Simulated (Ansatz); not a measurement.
# LaSi3Ir: a short molecular-dynamics run

A trajectory of LaSi3Ir, a randomly packed cell with 10 atoms that was not relaxed first: 40 steps of 0.5 fs under a Langevin thermostat at 600 K.

All numbers below are computed with Ansatz 0.2.0 (DFT PBE, plane waves, PAW, scalar-relativistic, no spin polarisation).

### 1 Starting point

The cell holds 10 atoms (Ir2La2Si6): a = 5.578 Å, b = 5.905 Å, c = 5.761 Å, α = 84.63°, β = 91.04°, γ = 100.71°.

Structure file:

```cif
data_structure
_symmetry_space_group_name_H-M 'P 1'
_symmetry_Int_Tables_number 1
_cell_length_a 5.5780
_cell_length_b 5.9053
_cell_length_c 5.7605
_cell_angle_alpha 84.634
_cell_angle_beta 91.039
_cell_angle_gamma 100.707
_cell_volume 185.63
loop_
_atom_site_label
_atom_site_type_symbol
_atom_site_fract_x
_atom_site_fract_y
_atom_site_fract_z
_atom_site_occupancy
Ir1 Ir 0.20242 0.76524 0.55942 1
Ir2 Ir 0.76834 0.45337 0.36609 1
Si1 Si 0.45380 0.67886 0.96582 1
Si2 Si 0.95207 0.83921 0.20471 1
Si3 Si 0.76121 0.02748 0.45850 1
Si4 Si 0.27785 0.38770 0.74488 1
Si5 Si 0.90168 0.88716 0.80990 1
Si6 Si 0.30743 0.01590 0.88381 1
La1 La 0.76978 0.32433 0.87621 1
La2 La 0.23591 0.28067 0.26775 1
```

### 2 Molecular dynamics

input.yaml

```yaml
crystal:
  lattice:
    - [5.479234, 0.01794, -1.044878]
    - [-1.046569, 5.792868, 0.46849]
    - [0.974276, 0.26649, 5.671258]
  atoms:
    - { symbol: Ir, position: [0.202423, 0.765241, 0.559425] }
    - { symbol: Ir, position: [0.768336, 0.453369, 0.366088] }
    - { symbol: Si, position: [0.453797, 0.67886, 0.965817] }
    - { symbol: Si, position: [0.952069, 0.839213, 0.204709] }
    - { symbol: Si, position: [0.761211, 0.027485, 0.458496] }
    - { symbol: Si, position: [0.277845, 0.387701, 0.744881] }
    - { symbol: Si, position: [0.901685, 0.887158, 0.809899] }
    - { symbol: Si, position: [0.307432, 0.015903, 0.883814] }
    - { symbol: La, position: [0.769777, 0.324329, 0.87621] }
    - { symbol: La, position: [0.235907, 0.280673, 0.267748] }
kpoints:
  mp_grid: { grid: [3, 3, 3] }
magnetization:
  spin_polarized: false
scf:
  occupations: { method: gaussian, width: 0.1 }
hamiltonian:
  pseudopotentials: { kind: paw }
  xc: pbe
basis:
  ecutwfc: 420
md:
  timestep: 0.5
  n_steps: 40
  ensemble: nvt_langevin
  temperature: 600.0
  initial_velocities: maxwell_boltzmann
  seed: 896515
```

Started as:

```console
ansatz run input.yaml --threads 2 --pin off --max-ram 2560MiB --backend cpu --events-out ev --progress --plain --runs-dir out
```

Standard output (excerpt; [...] marks lines left out):

```text
Warning: md: disabling space-group detection — thermal motion breaks the input geometry's symmetry, so no spatial operation reduces the k-mesh or symmetrises the density; time reversal is kept, so that k and −k are solved as one point where they differ and the mesh holds both, and exact [...]
Warning: RAYON_NUM_THREADS=2 ignored (pool sized by the plan → 2); use --threads N
[...]
Pseudopotentials: kind: paw
Pseudopotential: Ir, paw, valence charge 17, recommended cutoff 420 eV (normal), Ir.paw.azcp
Pseudopotential: Si, paw, valence charge 4, recommended cutoff 420 eV (normal), Si.paw.azcp
Pseudopotential: La, paw, valence charge 11, recommended cutoff 420 eV (normal), La.paw.azcp
Functional definition: PBE
[...]
Crystal: 10 atoms, lattice volume = 185.628 Å³
Basis set: ecut = 420 eV, 3639 PW (Γ), exchange–correlation on 80×80×80 points (8 copies of the dense FFT grid, shifted against one another)
Bands: 50, of which v1, the nominal top of the filled ones, is band 40 counted from 1 (39 counted from 0)
Symmetry: 1 space group operations
k-points: 14 of 27 (time reversal used)
[...]
SCF iter   1: F=—  HF=-40185.500209 eV  |F-HF|=—  |Δ(HF+E_count)|=         —  Δρ=5.80e-3  dr2=1.06e-1  ethr=1.77e-3  ⟨swp⟩=8.4  Hψ=3365  notcnv=0
[...]
md step     0: t =     0.00 fs  T =   540.0 K  F+E_penalty+E_count = -40185.48918665 eV  E_kin = 0.698004 eV  (9 SCF iters)
[...]
md step    10: t =     5.00 fs  T =   646.9 K  F+E_penalty+E_count = -40185.53685728 eV  E_kin = 0.836181 eV  (6 SCF iters)
[...]
md step    20: t =    10.00 fs  T =   757.1 K  F+E_penalty+E_count = -40185.66649764 eV  E_kin = 0.978666 eV  (6 SCF iters)
[...]
md step    30: t =    15.00 fs  T =   828.1 K  F+E_penalty+E_count = -40185.88712037 eV  E_kin = 1.070431 eV  (6 SCF iters)
[...]
md step    39: t =    19.50 fs  T =  1051.7 K  F+E_penalty+E_count = -40186.13317583 eV  E_kin = 1.359459 eV  (4 SCF iters)
[...]
md step    40: t =    20.00 fs  T =  1103.3 K  F+E_penalty+E_count = -40186.15983860 eV  E_kin = 1.426121 eV  (6 SCF iters)
SCF converged after 6 iterations
Free energy (F): -40186.159839 eV
[...]
E sigma→0 (E₀):  -40186.146200 eV
Entropy (-TS):   -0.027278 eV (-2.728 meV/atom)
Fermi energy:    12.740399 eV
[...]
--- Forces (eV/Å), atoms counted from 1 ---
  atom   1  Ir    -0.41967479     0.45002751     0.80181485
  atom   2  Ir    -0.57461432    -0.35119848    -0.11208445
  atom   3  Si     1.57226377     2.03089077     0.43508317
  atom   4  Si     0.38362125     0.46215032     0.61209144
  atom   5  Si    -1.37095336    -1.46704155    -0.78154182
  atom   6  Si    -0.78933968    -0.63752693    -1.16592216
  atom   7  Si    -0.77948333    -0.69898101    -1.17288367
  atom   8  Si    -0.15340245    -0.46058870    -1.00989293
[...]
--- MD trajectory: 40 steps, t = 0.0 → 20.0 fs ---
  final state: T = 1103.3 K   F+E_penalty+E_count = -40186.15983860 eV   E_kin = 1.426121 eV
```

Wall time 5.8 min (2 threads of Arm Neoverse N1, shared host); peak memory 0.59 GiB.

### 3 What the atoms did

One step in 2; energies are changes from step 0; msd is the mean square displacement from the start, the centre of mass held:

```tsv
time (fs)	T (K)	potential energy change (meV/atom)	msd Si (Å²)	msd La (Å²)	msd Ir (Å²)
0.0	540	0.0	0.000	0.000	0.000
1.0	549	-0.3	0.000	0.000	0.000
2.0	575	-1.2	0.000	0.000	0.000
3.0	603	-2.0	0.001	0.000	0.000
4.0	657	-3.4	0.001	0.000	0.000
5.0	647	-4.8	0.002	0.000	0.000
6.0	691	-6.6	0.002	0.000	0.000
7.0	693	-8.8	0.003	0.000	0.000
8.0	722	-11.3	0.004	0.000	0.000
9.0	751	-14.2	0.006	0.001	0.000
10.0	757	-17.7	0.007	0.001	0.000
11.0	799	-21.4	0.008	0.001	0.001
12.0	850	-25.2	0.010	0.001	0.001
13.0	884	-29.7	0.012	0.001	0.001
14.0	863	-34.6	0.014	0.001	0.001
15.0	828	-39.8	0.016	0.002	0.001
16.0	868	-45.3	0.018	0.002	0.001
17.0	880	-50.8	0.021	0.002	0.001
18.0	981	-56.3	0.023	0.002	0.002
19.0	1036	-61.8	0.026	0.002	0.002
20.0	1103	-67.1	0.029	0.003	0.002
```

time (fs), T (K) and a bar:
```
      0.0        540 
      1.0        549 
      1.5        564 #
      2.5        568 ##
      3.5        599 ###
      4.5        656 ######
      5.0        647 ######
      6.0        691 ########
      7.0        693 ########
      8.0        722 ##########
      8.5        745 ###########
      9.5        778 #############
     10.5        791 #############
     11.5        827 ###############
     12.0        850 #################
     13.0        884 ##################
     14.0        863 #################
     15.0        828 ###############
     15.5        867 #################
     16.5        903 ###################
     17.5        945 ######################
     18.5       1047 ###########################
     19.0       1036 ##########################
     20.0       1103 ##############################
```

Pair distribution over the second half of the run:

```tsv
r (Å)	g Si–Si	g Ir–Si
0.68	0.00	0.00
0.84	0.00	0.00
1.00	0.00	0.00
1.16	0.00	0.00
1.32	0.00	0.00
1.48	0.00	0.00
1.64	0.00	0.00
1.80	0.00	0.00
1.96	0.00	0.00
2.12	0.64	0.00
2.28	3.73	1.90
2.44	2.79	5.41
2.60	1.76	0.61
```

First peaks of g(r) (not always the tallest), and, where a minimum follows, the mean number of second-named atoms round a first-named one up to the next minimum:

```tsv
pair	peak (Å)	height	minimum (Å)	neighbours
Si–Si	2.36	4.8	-	-
```

### 4 Positions and forces

Extended XYZ, with forces in eV/Å:

```xyz
10
Lattice="5.479 0.018 -1.045 -1.047 5.793 0.468 0.974 0.266 5.671" Properties=species:S:1:pos:R:3:forces:R:3 pbc="T T T" time_fs=2.5 T=568 dE=-0.0159
Ir    0.852    4.582    3.322   -0.256    0.193    1.068
Ir    4.096    2.742    1.485    0.153   -0.433   -0.274
Si    2.708    4.184    5.324    1.381    0.731   -0.147
Si    4.539    4.926    0.549    0.675   -1.824    1.091
Si    4.593    0.325    1.840   -2.638    0.850   -0.568
Si    1.852    2.460    4.126   -0.365    1.184   -0.889
Si    4.797    5.359    4.066   -0.838   -2.107   -1.163
Si    2.522    0.329    4.702    0.284   -0.761   -0.941
La    4.728    2.129    4.315    0.472    1.416    0.486
La    1.259    1.696    1.398    1.131    0.750    1.338
10
Lattice="5.479 0.018 -1.045 -1.047 5.793 0.468 0.974 0.266 5.671" Properties=species:S:1:pos:R:3:forces:R:3 pbc="T T T" time_fs=5.0 T=647 dE=-0.0477
Ir    0.850    4.578    3.325   -0.286    0.227    1.037
Ir    4.099    2.745    1.486    0.101   -0.444   -0.266
Si    2.704    4.170    5.326    1.441    1.071   -0.020
Si    4.542    4.916    0.541    0.590   -1.580    1.296
Si    4.591    0.356    1.860   -2.532    0.619   -0.865
Si    1.863    2.472    4.134   -0.551    0.886   -1.098
Si    4.787    5.344    4.064   -0.843   -2.077   -1.143
Si    2.512    0.325    4.705    0.325   -0.773   -0.969
La    4.724    2.132    4.314    0.599    1.341    0.533
La    1.259    1.690    1.393    1.155    0.729    1.496
10
Lattice="5.479 0.018 -1.045 -1.047 5.793 0.468 0.974 0.266 5.671" Properties=species:S:1:pos:R:3:forces:R:3 pbc="T T T" time_fs=7.5 T=729 dE=-0.0994
Ir    0.849    4.575    3.328   -0.322    0.274    1.009
Ir    4.103    2.750    1.486    0.031   -0.462   -0.251
Si    2.703    4.157    5.328    1.512    1.420    0.126
Si    4.543    4.902    0.535    0.536   -1.297    1.425
Si    4.585    0.390    1.877   -2.397    0.364   -1.066
Si    1.873    2.489    4.139   -0.718    0.517   -1.285
Si    4.775    5.323    4.061   -0.841   -1.989   -1.157
Si    2.504    0.319    4.708    0.307   -0.758   -1.007
La    4.720    2.135    4.313    0.734    1.233    0.575
La    1.260    1.683    1.387    1.158    0.697    1.631
10
Lattice="5.479 0.018 -1.045 -1.047 5.793 0.468 0.974 0.266 5.671" Properties=species:S:1:pos:R:3:forces:R:3 pbc="T T T" time_fs=10.0 T=757 dE=-0.1773
Ir    0.846    4.571    3.330   -0.350    0.310    0.993
Ir    4.107    2.754    1.485   -0.059   -0.458   -0.237
Si    2.705    4.147    5.332    1.584    1.685    0.248
Si    4.548    4.888    0.532    0.490   -1.005    1.435
Si    4.575    0.424    1.887   -2.236    0.069   -1.150
Si    1.880    2.504    4.140   -0.840    0.178   -1.410
Si    4.760    5.296    4.056   -0.833   -1.828   -1.179
Si    2.497    0.310    4.712    0.229   -0.715   -1.039
La    4.716    2.138    4.311    0.855    1.089    0.619
La    1.260    1.676    1.382    1.161    0.675    1.720
10
Lattice="5.479 0.018 -1.045 -1.047 5.793 0.468 0.974 0.266 5.671" Properties=species:S:1:pos:R:3:forces:R:3 pbc="T T T" time_fs=12.5 T=901 dE=-0.2733
Ir    0.844    4.568    3.332   -0.371    0.344    0.975
Ir    4.112    2.757    1.484   -0.170   -0.436   -0.224
Si    2.710    4.136    5.336    1.631    1.942    0.360
Si    4.553    4.872    0.533    0.449   -0.689    1.345
Si    4.560    0.458    1.892   -2.048   -0.271   -1.152
Si    1.884    2.518    4.137   -0.926   -0.142   -1.485
Si    4.742    5.266    4.049   -0.825   -1.613   -1.193
Si    2.490    0.301    4.715    0.152   -0.685   -1.066
La    4.713    2.142    4.309    0.966    0.906    0.665
La    1.262    1.667    1.378    1.143    0.644    1.776
10
Lattice="5.479 0.018 -1.045 -1.047 5.793 0.468 0.974 0.266 5.671" Properties=species:S:1:pos:R:3:forces:R:3 pbc="T T T" time_fs=15.0 T=828 dE=-0.3979
Ir    0.841    4.564    3.334   -0.382    0.376    0.941
Ir    4.116    2.761    1.483   -0.294   -0.412   -0.198
Si    2.719    4.130    5.343    1.638    2.062    0.413
Si    4.555    4.855    0.538    0.420   -0.338    1.171
Si    4.539    0.489    1.894   -1.829   -0.647   -1.080
Si    1.887    2.531    4.131   -0.944   -0.344   -1.462
Si    4.726    5.232    4.041   -0.826   -1.342   -1.209
Si    2.483    0.293    4.715    0.064   -0.650   -1.081
La    4.711    2.146    4.307    1.064    0.696    0.704
La    1.267    1.658    1.375    1.089    0.598    1.800
10
Lattice="5.479 0.018 -1.045 -1.047 5.793 0.468 0.974 0.266 5.671" Properties=species:S:1:pos:R:3:forces:R:3 pbc="T T T" time_fs=17.5 T=945 dE=-0.5349
Ir    0.839    4.561    3.336   -0.406    0.414    0.884
Ir    4.121    2.764    1.481   -0.426   -0.392   -0.159
Si    2.732    4.128    5.347    1.621    2.094    0.442
Si    4.555    4.838    0.548    0.408    0.047    0.929
Si    4.514    0.516    1.889   -1.607   -1.032   -0.951
Si    1.889    2.544    4.121   -0.907   -0.513   -1.360
Si    4.708    5.197    4.030   -0.808   -1.038   -1.208
Si    2.477    0.284    4.712   -0.040   -0.577   -1.063
La    4.710    2.149    4.307    1.146    0.462    0.721
La    1.273    1.651    1.374    1.018    0.534    1.765
10
Lattice="5.479 0.018 -1.045 -1.047 5.793 0.468 0.974 0.266 5.671" Properties=species:S:1:pos:R:3:forces:R:3 pbc="T T T" time_fs=20.0 T=1103 dE=-0.6707
Ir    0.836    4.559    3.338   -0.420    0.450    0.802
Ir    4.125    2.767    1.480   -0.575   -0.351   -0.112
Si    2.749    4.126    5.351    1.572    2.031    0.435
Si    4.554    4.821    0.561    0.384    0.462    0.612
Si    4.486    0.543    1.881   -1.371   -1.467   -0.782
Si    1.887    2.557    4.105   -0.789   -0.638   -1.166
Si    4.692    5.161    4.016   -0.779   -0.699   -1.173
Si    2.474    0.270    4.706   -0.153   -0.461   -1.010
La    4.711    2.153    4.308    1.205    0.203    0.722
La    1.280    1.642    1.372    0.927    0.469    1.671
```

### 5 Summary of results

| quantity | value |
| --- | --- |
| length | 40 steps of 0.5 fs |
| temperature, first and last step | 540 and 1103 K |
| temperature, second half | mean 901 K, from 757 to 1103 K |
| potential energy, second half | -41 meV/atom from the start |
| mean square displacement, second half | Si 0.017, La 0.002, Ir 0.001 Å² |

**Reading.** Against a set 600 K the second half averages 901 K, going from 757 to 1103 K over that half; the potential energy of that half lies 41 meV/atom under the start, so the atoms have moved to lower-lying arrangements, and the energy set free heats the cell. Over the second half Si atoms stand 0.1 Å (root mean square) from where they began, and the farthest move is 0.3 Å. A run of 20 fs with 10 atoms shows the motion but fixes no equilibrium value.
